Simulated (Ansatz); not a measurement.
**CH3BS2: small, medium and large basis sets**

An exercise on one series of results from a longer session: the logs are not shown, and one member is left open.

Program: Ansatz 0.2.0, Gaussian basis. Level of theory: one geometry, several basis sets. These are calculated values, not measurements.

Levels to be run: PBE0-D4/def2-SVP; ωB97M-V/def2-SVP; PBE0-D4/def2-QZVPP; ωB97M-V/def2-QZVPP; the functionals' def2-TZVPP values are taken from earlier runs.

1 further run of the same task is left out (it didn't finish).

### The geometry

The geometry comes from an earlier relaxation with PBE0-D4 in a triple-zeta def2 set; it is a stationary point, not always the lowest conformer.

SMILES `S=CBS`, 7 atoms, charge 0, spin multiplicity 1.

Atoms are counted from 1 here; the program's logs count them from 0.

Bond lengths: S1–C2 1.616 Å, C2–B3 1.549 Å, C2–H5 1.094 Å, B3–S4 1.773 Å, B3–H6 1.194 Å, S4–H7 1.343 Å. Angles: S1–C2–B3 119.3°, S1–C2–H5 119.7°, B3–C2–H5 121.0°, C2–B3–S4 119.4°, C2–B3–H6 120.1°, S4–B3–H6 120.5°, B3–S4–H7 97.7°.

Set-up of the first run:

Input file in.yaml:

```yaml
crystal:
  periodic: [false, false, false]
  atoms:
    - {symbol: S, position_ang: [0.227268, -2.350638, -0.403968]}
    - {symbol: C, position_ang: [-0.664489, -1.024442, -0.161726]}
    - {symbol: B, position_ang: [0.030449, 0.282446, 0.293414]}
    - {symbol: S, position_ang: [0.913249, 1.258449, -0.894016]}
    - {symbol: H, position_ang: [-1.753361, -1.079170, -0.257539]}
    - {symbol: H, position_ang: [-0.032665, 0.627363, 1.434716]}
    - {symbol: H, position_ang: [1.340649, 2.217991, -0.056582]}
basis:
  gaussian: {orbitals: def2-SVP}
hamiltonian: {xc: pbe0, dispersion: d4}
output: {orbitals: {seedname: orbitals}}
```

Steps of the session up to this table: PBE0-D4 in def2-SVP; ωB97M-V in def2-SVP; PBE0-D4 in def2-QZVPP; ωB97M-V in def2-QZVPP.

One table of the session follows, with a row left open; its other results are not shown here.

```
functional       basis  HOMO (eV)  LUMO (eV)
   PBE0-D4    def2-SVP      -6.33      -2.43
   PBE0-D4  def2-TZVPP      -6.49      -2.60
   PBE0-D4  def2-QZVPP      -6.52      -2.64
   ωB97M-V    def2-SVP          ?          ?
   ωB97M-V  def2-TZVPP      -8.68      -0.43
   ωB97M-V  def2-QZVPP      -8.72      -0.51
```

Estimate the missing values for ωB97M-V, def2-SVP.

The run gave: HOMO (eV): -8.49; LUMO (eV): -0.18. In the column «HOMO (eV)» it lies between ωB97M-V, def2-TZVPP (-8.68) and PBE0-D4, def2-QZVPP (-6.52).
